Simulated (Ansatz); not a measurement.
# AlH₄OSSi radical: small, medium and large basis sets

An exercise on one series of results from a longer session: the logs are not shown, and one member is left open.

Computed with Ansatz 0.2.0, Gaussian basis. Level: one geometry, several basis sets.

Plan: PBE0-D4/def2-SVP; ωB97M-V/def2-SVP; PBE0-D4/def2-QZVPP; ωB97M-V/def2-QZVPP; the functionals' def2-TZVPP values are taken from earlier runs.

## The geometry

The geometry comes from an earlier relaxation with PBE0-D4 in a triple-zeta def2 set; it is a stationary point, not always the lowest conformer.

SMILES `[SiH3][O][Al][SH]`, 8 atoms, charge 0, spin multiplicity 2.

Atoms are counted from 1 here; the program's logs count them from 0.

Bond lengths: Si1–O2 1.627 Å, Si1–H5 1.487 Å, Si1–H6 1.487 Å, Si1–H7 1.487 Å, O2–Al3 1.685 Å, Al3–S4 2.204 Å, S4–H8 1.347 Å. Angles: O2–Si1–H5 109.8°, O2–Si1–H6 110.3°, O2–Si1–H7 110.1°, H5–Si1–H6 108.8°, H5–Si1–H7 108.9°, H6–Si1–H7 108.9°, Si1–O2–Al3 171.2°, O2–Al3–S4 117.4°, Al3–S4–H8 91.1°.

Set-up of the first run:

Contents of in.yaml:

```yaml
crystal:
  periodic: [false, false, false]
  atoms:
    - {symbol: Si, position_ang: [-0.153946, 1.473680, -0.237310]}
    - {symbol: O, position_ang: [0.275787, 0.039944, 0.401535]}
    - {symbol: Al, position_ang: [0.821706, -1.305488, 1.256700]}
    - {symbol: S, position_ang: [0.335731, -3.293974, 0.439778]}
    - {symbol: H, position_ang: [-1.124034, 1.260980, -1.343885]}
    - {symbol: H, position_ang: [-0.788220, 2.330842, 0.799103]}
    - {symbol: H, position_ang: [1.042925, 2.173299, -0.774518]}
    - {symbol: H, position_ang: [-0.317650, -2.736281, -0.597203]}
basis:
  gaussian: {orbitals: def2-SVP}
magnetization: {spin_polarized: true, initial_magnetization: 1}
hamiltonian: {xc: pbe0, dispersion: d4}
output: {orbitals: {seedname: orbitals}}
```

Steps of the session up to this table: PBE0-D4 in def2-SVP; ωB97M-V in def2-SVP; PBE0-D4 in def2-QZVPP; ωB97M-V in def2-QZVPP.

One table of the session follows, with a row left open; its other results are not shown here.

It belongs to the step «Density functionals: the series». 

```
functional       basis  HOMO (eV)  LUMO (eV)
   PBE0-D4    def2-SVP      -6.06      -2.72
   PBE0-D4  def2-TZVPP      -6.13      -2.76
   PBE0-D4  def2-QZVPP          ?          ?
   ωB97M-V    def2-SVP      -7.68      -1.31
   ωB97M-V  def2-TZVPP      -7.77      -1.33
   ωB97M-V  def2-QZVPP      -7.83      -1.42
```

Estimate the missing values for PBE0-D4, def2-QZVPP.

As computed: HOMO (eV): -6.15; LUMO (eV): -2.79. In the column «HOMO (eV)» it lies between ωB97M-V, def2-SVP (-7.68) and PBE0-D4, def2-TZVPP (-6.13).
